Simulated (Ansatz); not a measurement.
# CO2: the cost of one run

Method: DFT PBEsol, plane waves, PAW, scalar-relativistic, no spin polarisation, in Ansatz 0.2.0.

### 1 The starting structure

The cell holds 30 atoms (C10O20): a = 8.707 Å, b = 8.707 Å, c = 8.707 Å, α = 90.00°, β = 90.00°, γ = 90.00°.

Its coordinates follow in the input file.

### 2 Relaxing the start

input.yaml reads:

```yaml
crystal:
  lattice:
    - [8.706588, 0.0, 0.0]
    - [0.0, 8.706588, 0.0]
    - [0.0, 0.0, 8.706588]
  atoms:
    - { symbol: C, position: [0.7505189, 0.4845479, 0.3737133] }
    - { symbol: O, position: [0.7283537, 0.3703056, 0.4428792] }
    - { symbol: O, position: [0.7726842, 0.5987902, 0.3045475] }
    - { symbol: C, position: [0.4273096, 0.5120987, 0.9803749] }
    - { symbol: O, position: [0.4433834, 0.6437619, 1.0074478] }
    - { symbol: O, position: [0.4112358, 0.3804355, 0.953302] }
    - { symbol: C, position: [0.9651744, 0.0299579, 0.9354234] }
    - { symbol: O, position: [0.9399043, 0.0197576, 1.0680276] }
    - { symbol: O, position: [0.9904446, 0.0401583, 0.8028192] }
    - { symbol: C, position: [0.4037345, 0.2173299, 0.4334085] }
    - { symbol: O, position: [0.2756933, 0.2590175, 0.4194764] }
    - { symbol: O, position: [0.5317757, 0.1756422, 0.4473406] }
    - { symbol: C, position: [0.5969793, 0.0458889, 0.966032] }
    - { symbol: O, position: [0.6196699, 0.1585081, 0.894418] }
    - { symbol: O, position: [0.5742888, -0.0667302, 1.0376461] }
    - { symbol: C, position: [0.7820442, 0.3696745, 0.7257079] }
    - { symbol: O, position: [0.9173517, 0.3738975, 0.7264609] }
    - { symbol: O, position: [0.6467368, 0.3654516, 0.7249549] }
    - { symbol: C, position: [0.6813319, 0.7978489, 0.5092997] }
    - { symbol: O, position: [0.5496864, 0.7739946, 0.5299622] }
    - { symbol: O, position: [0.8129773, 0.8217032, 0.4886371] }
    - { symbol: C, position: [0.2464896, 0.5939522, 0.4404793] }
    - { symbol: O, position: [0.1994588, 0.5043811, 0.5304327] }
    - { symbol: O, position: [0.2935205, 0.6835234, 0.350526] }
    - { symbol: C, position: [0.150569, 0.9561861, 0.4229116] }
    - { symbol: O, position: [0.1348123, 0.893372, 0.3040309] }
    - { symbol: O, position: [0.1663256, 1.0190002, 0.5417923] }
    - { symbol: C, position: [0.1303441, 0.7234761, 0.8185944] }
    - { symbol: O, position: [0.07628, 0.7042573, 0.9412085] }
    - { symbol: O, position: [0.1844081, 0.742695, 0.6959802] }
basis:
  ecutwfc: 420.0
kpoints:
  mp_grid: { grid: [1, 1, 1] }
hamiltonian:
  xc: pbesol
scf:
  occupations: { method: fermi_dirac, width: 0.02 }
  lower_state_search: "off"
relax:
  f_tol: 0.3
  max_steps: 15
  adjacent_minimum: "off"
```

On the command line:

```console
$ ansatz run input.yaml --threads 1 --pin off --max-ram 3072MiB --backend cpu --events-out ev --progress --plain --runs-dir out
```

**Question.** How long does this run take on 1 thread of AMD EPYC 9B14 (Zen 4), shared host, and how much memory does it need?

About 40 s, with a peak of 0.62 GiB.
